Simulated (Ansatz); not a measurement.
**CH3BBrCl: geometry optimisation from a Python script**

What geometry does CH3BBrCl take? The task is a geometry optimisation, for CH3BBrCl. SMILES: ClBCBr.

Program: Ansatz 0.2.0 through its Python package. Level of theory: PBE0/def2-SVP. These are calculated values, not measurements.

### Step 1. The system

Bond lengths: Cl1–B2 1.818 Å, B2–C3 1.557 Å, C3–Br4 1.927 Å, B2–H5 1.188 Å, C3–H6 1.138 Å, C3–H7 1.132 Å. Angles: Cl1–B2–C3 118.3°, Cl1–B2–H5 121.8°, C3–B2–H5 119.8°, B2–C3–Br4 113.3°, B2–C3–H6 110.1°, B2–C3–H7 111.9°, Br4–C3–H6 106.9°, Br4–C3–H7 108.8°, H6–C3–H7 105.4°.

The script holds or builds the structure itself.

### Step 2. Script

opt.py reads:

```python
"""Geometry optimisation of CH3BBrCl."""

from dataclasses import dataclass
import warnings

import ansatz
import numpy as np


@dataclass
class RunConfig:
    basis: str = "def2-SVP"
    functional: str = "PBE0"


cfg = RunConfig()

warnings.simplefilter("ignore", ansatz.DeckWarning)

geometry_ang = [
    ("Cl", (-2.2675, -0.1032, 0.3902)),
    ("B", (-0.6915, 0.5273, -0.2601)),
    ("C", (0.6244, -0.1817, 0.1772)),
    ("Br", (0.761, -1.9948, -0.4623)),
    ("H", (-0.6418, 1.4835, -0.9633)),
    ("H", (1.5252, 0.3815, -0.2298)),
    ("H", (0.7514, -0.1806, 1.3024)),
]
geometry = ansatz.Crystal.molecule()
for symbol, xyz in geometry_ang:
    geometry = geometry.atom(symbol, xyz)

base = geometry.calculation()
base = base.basis(gaussian=cfg.basis).functional(cfg.functional)
base = base.scf(lower_state_search="standard")
symbols = [site.symbol for site in geometry.cartesian_sites]
start = np.array([site.position_ang for site in geometry.cartesian_sites], dtype=float)
def progress(event):
    if event["event"] == "relax_step":
        row = event["data"]
        print(f"step {row['step']:3d}  E = {row['lagrangian_ev']:.6f} eV  max force {row['allowed_force_max_ev_ang']:.4f} eV/A")


report = base.relax(force_tolerance=0.01, max_steps=100).session().plan().execute(on_event=progress).report
end = np.array(report["positions_ang"])

print(f"E = {report['free_energy_ev']:.6f} eV = {report['free_energy_ev'] / 27.211386246:.7f} Ha")
print("converged:", report["converged"], " doubts:", report["published_state_doubts"] or "none")

print("bond        before    after (A)")
for i, j in [(0, 1), (1, 2), (1, 4), (2, 3), (2, 5), (2, 6)]:
    d0, d1 = (np.linalg.norm(xyz[i] - xyz[j]) for xyz in (start, end))
    print(f"{symbols[i]}{i}-{symbols[j]}{j}".ljust(10), f"{d0:8.4f} {d1:8.4f}")
with open("ch3bbrcl_opt.xyz", "w") as handle:
    handle.write(f"{len(symbols)}\nrelaxed CH3BBrCl\n")
    handle.writelines(f"{s:2s} {x:11.6f} {y:11.6f} {z:11.6f}\n" for s, (x, y, z) in zip(symbols, end))
```

### Step 3. Launch

Launch:

```
> python opt.py
```

Without the output at hand: what should come out? Wanted: total energy; dipole moment; moves of the relaxation; energy gained; last largest force component.

**Answer**, as computed:

```
                    quantity           value
                total energy  -84303.9982 eV
               dipole moment          1.59 D
     moves of the relaxation              12
               energy gained        0.251 eV
last largest force component     0.0053 eV/Å
```

**Reading.** The relaxation took 12 moves; the largest shift is 0.584 Å, of atom 5 (H). The end point is the stationary point reached from this start; no frequency run checks that it is a minimum, and the basis set is modest.
